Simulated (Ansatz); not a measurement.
# Ir (fcc type): the cost of one run

Method: DFT, LDA, PAW with Ansatz's default frozen-core files, scalar-relativistic, in Ansatz 0.2.0.

**1. The starting structure**

The structure is cubic, space group Fm-3m (No. 225). Conventional cell: a = 3.839 Å, b = 3.839 Å, c = 3.839 Å, α = 90.00°, β = 90.00°, γ = 90.00°. Ir (site symmetry m-3m) is surrounded by 12 Ir at 2.71 Å.

Structure file:

```
CELL_PARAMETERS angstrom
0.00000 1.91974 1.91974
1.91974 0.00000 1.91974
1.91974 1.91974 0.00000
ATOMIC_POSITIONS crystal
Ir 0.00000 0.00000 0.00000
```

**2. Bulk cell relaxed, PAW**

input.yaml reads:

```yaml
crystal:
  lattice:
    - [0.0, 1.9197388244, 1.9197388244]
    - [1.9197388244, 0.0, 1.9197388244]
    - [1.9197388244, 1.9197388244, 0.0]
  atoms:
    - { symbol: Ir, position: [0.0, 0.0, 0.0] }
kpoints:
  mp_grid: { grid: [19, 19, 19] }
scf:
  occupations: { method: fermi_dirac, width: 0.08 }
hamiltonian:
  xc: lda
  pseudopotentials: { kind: paw }
output:
  forces: true
  stress: true
relax:
  f_tol: 0.005
  max_steps: 40
  cell: {}
```

Launch:

```sh
> ansatz run input.yaml --threads 2 --pin off --max-ram 4096MiB --backend cpu --events-out ev --progress --plain --runs-dir out
```

What time and memory should one allow on 2 threads of Intel Xeon 6975P-C (Granite Rapids), shared host?

About 2.4 s, with a peak of 0.35 GiB.
